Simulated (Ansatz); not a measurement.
# CrBiF3: the cost of one run

Computed with Ansatz 0.2.0 (reference: DFT r2SCAN, plane waves, PAW, scalar-relativistic, no spin polarisation, unless a step's input says otherwise).

### Step 1. The structure to begin with

It takes space group Pm-3m (No. 221, cubic). The conventional cell has a = 3.828 Å, b = 3.828 Å, c = 3.828 Å, α = 90.00°, β = 90.00°, γ = 90.00°. Around Bi (site symmetry m-3m) lie 12 F at 2.71 Å. Cr (site symmetry m-3m) has 6 F at 1.91 Å as nearest neighbours. F (site symmetry 4/mmm) has 2 Cr at 1.91 Å and 4 Bi at 2.71 Å as nearest neighbours.

Coordinates:

```xyz
5
Lattice="3.8282 0.0000 0.0000 0.0000 3.8282 0.0000 0.0000 0.0000 3.8282" Properties=species:S:1:pos:R:3 pbc="T T T"
Bi    1.9141    1.9141    1.9141
Cr    0.0000    0.0000    0.0000
F     1.9141    0.0000    0.0000
F     0.0000    1.9141    0.0000
F     0.0000    0.0000    1.9141
```

### Step 2. Reference

input.yaml

```yaml
crystal:
  lattice:
    - [3.82819169, 0.0, 0.0]
    - [0.0, 3.82819169, 0.0]
    - [0.0, 0.0, 3.82819169]
  atoms:
    - { symbol: Bi, position: [0.5, 0.5, 0.5] }
    - { symbol: Cr, position: [0.0, 0.0, 0.0] }
    - { symbol: F, position: [0.5, 0.0, 0.0] }
    - { symbol: F, position: [0.0, 0.5, 0.0] }
    - { symbol: F, position: [0.0, 0.0, 0.5] }
  symmetry: { tolerance: 0.0003 }
kpoints:
  mp_grid: { grid: [5, 5, 5], shift: [0, 0, 0] }
magnetization:
  spin_polarized: false
scf:
  occupations: { method: fermi_dirac }
hamiltonian:
  pseudopotentials: { kind: paw }
  xc: r2scan
basis:
  ecutwfc: 500
output:
  forces: true
  stress: true
  eigenvalues: true
```

Command:

```console
ansatz run input.yaml --threads 1 --pin off --max-ram 2560MiB --backend cpu --events-out ev --progress --plain --runs-dir out
```

What time and memory should one allow on 1 thread of Arm Neoverse V1, shared host?

About 4.3 s, with a peak of 0.43 GiB.
